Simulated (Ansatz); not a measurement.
# AlH7N2O: the cost of one run

All numbers below are computed with Ansatz 0.2.0 (RKS PBE0-D4/cc-pVDZ).

## (1) The structure to begin with

Bond lengths: Al1–O2 2.130 Å, O2–H3 1.010 Å, Al1–N4 1.920 Å, N4–H5 1.060 Å, N4–H6 1.060 Å, Al1–H7 1.560 Å, Al1–N8 2.220 Å, N8–H9 1.060 Å, N8–H10 1.060 Å. Angles: Al1–O2–H3 109.5°, O2–Al1–N4 120.0°, O2–Al1–H7 120.0°, O2–Al1–N8 71.6°, N4–Al1–H7 120.0°, N4–Al1–N8 96.8°, H7–Al1–N8 101.3°, Al1–N4–H5 120.0°, Al1–N4–H6 120.0°, H5–N4–H6 120.0°, Al1–N8–H9 120.0°, Al1–N8–H10 120.0°, H9–N8–H10 120.0°.

Coordinates:

```xyz
11

Al    0.0000    0.0000    0.0000
O     0.0000    0.0000    2.1300
H    -0.9095   -0.2814    2.4671
N     1.6627    0.0000   -0.9600
H     2.1293   -0.9179   -1.2118
H     2.1141    0.9179   -1.2382
H    -1.3510    0.0000   -0.7800
N     0.0995    2.1044    0.7000
H     0.4930    2.3259    1.6590
H    -0.2465    2.8877    0.0753
H     0.0609    1.2889    1.7979
```

## (2) A restrained relaxation towards end A

Springs on the bonds that form and break draw the guess towards this end; the thresholds are loose.

The input, input.yaml:

```yaml
crystal:
  periodic: [false, false, false]
  atoms:
    - { symbol: Al, position_ang: [0.0, 0.0, 0.0] }
    - { symbol: O, position_ang: [0.0, 0.0, 2.13] }
    - { symbol: H, position_ang: [-0.9095, -0.2814, 2.4671] }
    - { symbol: "N", position_ang: [1.6627, 0.0, -0.96] }
    - { symbol: H, position_ang: [2.1293, -0.9179, -1.2118] }
    - { symbol: H, position_ang: [2.1141, 0.9179, -1.2382] }
    - { symbol: H, position_ang: [-1.351, 0.0, -0.78] }
    - { symbol: "N", position_ang: [0.0995, 2.1044, 0.7] }
    - { symbol: H, position_ang: [0.493, 2.3259, 1.659] }
    - { symbol: H, position_ang: [-0.2465, 2.8877, 0.0753] }
    - { symbol: H, position_ang: [0.0609, 1.2889, 1.7979] }
basis:
  gaussian: { orbitals: cc-pVDZ }
hamiltonian:
  xc: pbe0
  dispersion: d4
relax:
  f_tol: 0.15
  max_steps: 25
  restrain:
    - { distance: [0, 7], at: 3.12, k: 30.0 }
    - { distance: [10, 1], at: 2.21, k: 30.0 }
    - { distance: [0, 1], at: 1.78, k: 30.0 }
    - { distance: [10, 7], at: 1.06, k: 30.0 }
output:
  orbitals: {}
```

Run with:

```
$ ansatz run input.yaml --threads 2 --pin off --max-ram 3072MiB --backend cpu --events-out ev --progress --plain --runs-dir out
```

Q: Estimate wall time and peak memory on 2 threads of Arm Neoverse V2, shared host.

About 37 s, with a peak of 0.19 GiB.
